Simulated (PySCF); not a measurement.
# [Nd(H2O)2]3+: other functionals and bases at one geometry

One table from this session's results is given with a row withheld; the runs are named, their logs left out.

Program: PySCF 2.14.0. Level of theory: several levels, as the steps say, no spin–orbit coupling. These are calculated values, not measurements.

1 further run of the same task is left out (for a known fault of the program).

### Where the work starts

7 atoms, charge 3, spin multiplicity 1.

Bond lengths: Nd1–O2 2.284 Å, Nd1–O5 2.284 Å, O2–H3 0.994 Å, O2–H4 0.992 Å, O5–H6 0.992 Å, O5–H7 0.993 Å. Angles: O2–Nd1–O5 114.3°, Nd1–O2–H3 127.7°, Nd1–O2–H4 129.7°, H3–O2–H4 102.6°, Nd1–O5–H6 129.7°, Nd1–O5–H7 127.7°, H6–O5–H7 102.6°.

As a file:

```xyz
7
H4NdO2
Nd   -0.0431    1.0629    0.0018
O     0.0814   -0.1752    1.9175
H     0.2887    0.1447    2.8351
H    -0.0653   -1.1472    2.0543
O    -0.0681   -0.1762   -1.9172
H     0.0921   -1.1468   -2.0479
H    -0.2341    0.1420   -2.8435
```

Formal oxidation states: Nd +3. Each metal's 3 4f electrons lie in its core potential, so multiplicities, spins and levels count the valence alone. An earlier session relaxed this geometry at PBE0, Nd lcecp-1-SVP with ECP49, O def2-SVP, H def2-SVP (singlet, point group C1).

At PBE0 on the finer grid: E = -185.317495 Eh, HOMO -26.27 eV, LUMO -18.56 eV, Mulliken charge on Nd1 +2.25 e, largest force component 0.013 eV/Å. 

Levels to run: TPSS; M06-L; PBE0, TZVP. Hardware: 2 threads of Intel Xeon Platinum 8259CL at 2.50GHz (Skylake/Cascade Lake), shared host.

The first run:

Contents of run.py (the lines that set the calculation):

```python
mol = gto.M(atom='''
Nd    -0.04307     1.06286     0.00178
O      0.08138    -0.17524     1.91746
H      0.28870     0.14465     2.83507
H     -0.06532    -1.14716     2.05435
O     -0.06808    -0.17615    -1.91724
H      0.09214    -1.14684    -2.04792
H     -0.23413     0.14199    -2.84350''',
    basis={'Nd': 'lcecp-1-SVP', 'O': 'def2-SVP', 'H': 'def2-SVP'},
    ecp={'Nd': 'lcecp-1-SVP'},
    charge=3, spin=0)
mf = dft.RKS(mol, xc='TPSS')
mf.grids.atom_grid = (75, 302)  # f atoms: unpruned, at least (60, 302)
mf = mf.density_fit()  # fitting sets: Nd AutoAux, O def2-universal-JKFIT, H def2-universal-JKFIT
mf.conv_tol = 1e-08; mf.max_cycle = 55
mf.kernel(dm0)  # dm0: the density of the relaxed state
```

Started as:

```console
$ OMP_NUM_THREADS=2 python run.py
```

Among the steps run: TPSS; M06-L; PBE0, TZVP.

One of the session's tables, all rows but one given; the rest of the session is left out.

| level | HOMO (eV) | gap (eV) | charge on Nd1 (e) | dipole (D) | largest force component (eV/Å) |
| --- | --- | --- | --- | --- | --- |
| PBE0 (relaxed here) | -26.27 | 7.71 | 2.25 | 2.62 | 0.01 |
| TPSS | -24.58 | 5.31 | 2.19 | 2.82 | 0.42 |
| M06-L | -24.80 | 5.89 | 2.30 | 2.52 | 0.24 |
| PBE0, TZVP | ? | ? | ? | ? | ? |

**Question.** Estimate the row for PBE0, TZVP.

The run gave: HOMO (eV): -26.26; gap (eV): 7.80; charge on Nd1 (e): 2.43; dipole (D): 2.65; largest force component (eV/Å): 0.27. In the column «HOMO (eV)» it lies between PBE0 (relaxed here) (-26.27) and M06-L (-24.80).

The dipole of a charged species depends on the origin, so these sizes hold for this origin alone.

In one basis the HOMO–LUMO gap runs from 5.31 eV (TPSS) to 7.71 eV (PBE0). The largest leftover force, 0.42 eV/Å with TPSS, stands at a geometry relaxed at another level. With 4f in the core, its levels are missing from HOMO and gap, and its count is fixed, so no charge can pass from the ligands into it. Total energies of different levels can't be compared.
